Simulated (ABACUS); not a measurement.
Crystal: HPbNO4.

```
Pb O N H
1.0
     4.12042    0.00000    0.00000
    -0.00263    6.42744    0.00000
    -0.00358   -3.15584    7.72297
Pb O N H
2 8 2 2
Direct
  0.39455 0.98412 0.29275
  0.89489 0.01599 0.70734
  0.90829 0.12765 0.45631
  0.53792 0.41427 0.80503
  0.53483 0.78119 0.89398
  0.83718 0.58441 0.67328
  0.40817 0.87244 0.54376
  0.03774 0.58556 0.19480
  0.03429 0.21866 0.10603
  0.33716 0.41569 0.32670
  0.63409 0.59280 0.79270
  0.13386 0.40713 0.20725
  0.90366 0.29328 0.51149
  0.40337 0.70681 0.48858
```

The cell was built by a generator and needn't be a form met in nature.

Base run:

```yaml
Program: ABACUS 3.10.1
Functional: PBEsol
Potentials_or_basis: SG15 ONCV 1.2 PBE
Cutoff: 1361 eV
Density_cutoff: 5442 eV
Basis: DZP LCAO (the cutoffs set its grid)
k_mesh: 7 × 5 × 4
Occupations: fermi-dirac, width 0.05 eV
Spin: no spin polarisation
```

Its results: band gap on the k mesh 3.24 eV, indirect (least direct gap 3.31 eV); pressure 1.9 GPa; largest force 1.498 eV/Å.

Problem. The run is repeated on the same cell with these changes: functional from PBEsol to LDA. What comes out?

Solution. Band gap on the k mesh 3.20 eV, indirect (least direct gap 3.28 eV); pressure 0.1 GPa; largest force 1.675 eV/Å.

LDA binds more tightly than PBEsol, so the same cell stands under less pressure.

Caveats: the atomic orbitals were generated for these runs and aren't a published set; the potentials were made for another functional, which shifts forces and pressure; spin-orbit coupling is left out, which as a rule narrows the gap of such compounds by several tenths of an eV; an odd mesh through Γ misses points on the zone boundary, where band edges often lie; the basis of atomic orbitals isn't converged, which shifts pressures, moduli and gaps.

Not every run made on this cell is shown here.
